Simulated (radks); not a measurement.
**Ne⁺ in [He] 2s2 2p5: an all-electron calculation**

An exercise on one series of results from a longer session: the logs are not shown, and one member is left open.

The numbers are computed with radks (a radial shooting solver on a logarithmic mesh, Libxc functionals) version 1 (Dirac Kohn-Sham, LDA (Slater exchange, Perdew-Zunger correlation), spin-unpolarised, spherical densities, finite nucleus; open shells are shared between the two j in proportion to 2j + 1), except any that are marked as measured or tabulated.

## Starting point

- element: neon (Z = 10)
- charge: +1
- electrons: 9
- configuration: [He] 2s2 2p5
- nuclear rms radius: 3.0055 fm

The outer shells:

Ne⁺
```
[He] core
2s [↑↓]
2p [↑↓][↑↓][↑ ]
```

Set-up of the first run:

Input:

```text
Z 10
configuration [He] 2s2 2p5 3s0 3p0 3d0
relativity Dirac
functional lda,pz
spin unpolarised
j_filling average
nucleus finite rms 3.0055 fm
c 137.035999084
```

One of the session's tables, all rows but one given; the rest of the session is left out.

It belongs to the step «Orbitals and density». Radial density 4πr²ρ:

```
r (bohr)  4πr²ρ (e/bohr)
 0.00570          0.2285
 0.00837          0.4660
  0.0123          0.9270
  0.0180           1.778
  0.0265           3.233
  0.0389           5.437
  0.0571           8.167
  0.0838           10.42
   0.123           10.59
   0.181           8.118
   0.265           5.457
   0.393               ?
   0.576           7.459
   0.846           6.439
    1.24           3.126
    1.82          0.7629
    2.68         0.07673
    3.93        0.002264
```

Q: Estimate the row for r (bohr) = 0.393 from the others.

Worked estimate for «4πr²ρ (e/bohr)». A straight line through the neighbours (0.265, 5.457) and (0.576, 7.459) gives 5.457 + (7.459 − 5.457) × (0.393 − 0.265) / (0.576 − 0.265) = 6.281; a parabola fitted to 4 rows on both sides gives 6.878.

As computed: 4πr²ρ (e/bohr): 5.770. In «4πr²ρ (e/bohr)» the line misses by +0.511 and the parabola by +1.108.

To keep in mind: Spin polarisation and multiplet splitting are left out.
